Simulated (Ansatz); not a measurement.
# CdS3: the cost of one run

Program: Ansatz 0.2.0. Level of theory: DFT PBE, scalar-relativistic, plane waves, PAW. These are calculated values, not measurements.

### Step 1. Starting point

Symmetry: Fm-3m, No. 225, cubic system. The conventional cell has a = 7.727 Å, b = 7.727 Å, c = 7.727 Å, α = 90.00°, β = 90.00°, γ = 90.00°. Around Cd (site symmetry m-3m) lie 8 S at 3.35 Å. S (site symmetry m-3m) is surrounded by 8 S at 3.35 Å. S (site symmetry -43m) has 4 Cd at 3.35 Å and 4 S at 3.35 Å as nearest neighbours.

Structure file:

```xyz
4
Lattice="0.0000 3.8635 3.8635 3.8635 0.0000 3.8635 3.8635 3.8635 0.0000" Properties=species:S:1:pos:R:3 pbc="T T T"
Cd    3.8635    3.8635    3.8635
S     0.0000    0.0000    0.0000
S     1.9318    1.9318    1.9318
S     5.7953    5.7953    5.7953
```

The cell is invented: random cell by space group and Wyckoff sites (Fm-3m, No. 225). Lengths come from tabulated atomic sizes and are only a guess.

### Step 2. Probe: one point on a coarse mesh

The input, input.yaml:

```yaml
crystal:
  lattice:
    - [0.0, 3.8635041, 3.8635041]
    - [3.8635041, 0.0, 3.8635041]
    - [3.8635041, 3.8635041, 0.0]
  atoms:
    - { symbol: Cd, position: [0.5, 0.5, 0.5] }
    - { symbol: S, position: [0.0, 0.0, 0.0] }
    - { symbol: S, position: [0.25, 0.25, 0.25] }
    - { symbol: S, position: [0.75, 0.75, 0.75] }
basis:
  ecutwfc: 420
kpoints:
  mp_grid: { grid: [4, 4, 4] }
hamiltonian:
  xc: pbe
scf:
  occupations: { method: gaussian, width: 0.1 }
  lower_state_search: "off"
output:
  forces: true
  stress: true
  eigenvalues: true
```

Run with:

```
$ ansatz run input.yaml --threads 1 --pin off --max-ram 2560MiB --backend cpu --events-out ev --progress --plain --runs-dir out
```

**Question.** How long does this run take on 1 thread of Arm Neoverse N1, shared host, and how much memory does it need?

About 2.6 s, with a peak of 0.33 GiB.
